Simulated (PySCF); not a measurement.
The system is CSKH3, in a box.

```
C S K H
1.0
    13.00000    0.00000    0.00000
     0.00000   12.00000    0.00000
     0.00000    0.00000   12.00000
C S K H
1 1 1 3
Direct
  0.43144 0.55676 0.44753
  0.45965 0.41686 0.49720
  0.64389 0.38716 0.61581
  0.35811 0.55647 0.40306
  0.49023 0.58698 0.38985
  0.42493 0.61634 0.51605
```

Base run:

| Quantity | Value |
| --- | --- |
| Program | PySCF 2.14.0 |
| Functional | rSCAN |
| Dispersion | D4 |
| Potentials or basis | def2-svp (all-electron) |
| k mesh | 1 × 1 × 1 |
| Occupations | fixed |
| Spin | no spin polarisation |

Its results: gap between the frontier levels 1.83 eV.

**Question.** The run is repeated on the same cell with these changes: functional from rSCAN to PBEsol. What comes out?

**Answer.** Gap between the frontier levels 1.35 eV.

rSCAN gives the wider gap, since meta-GGAs in the generalised Kohn-Sham scheme recover part of the derivative discontinuity.

Caveats: this is a molecule in a periodic box at the Γ point, so its band gap is the HOMO-LUMO gap; the basis of atomic orbitals isn't converged, which shifts pressures, moduli and gaps; the D4 parameters stored for this functional may belong to another (some runs).

A k mesh can miss the band edges.

Not every run made on this cell is shown here.
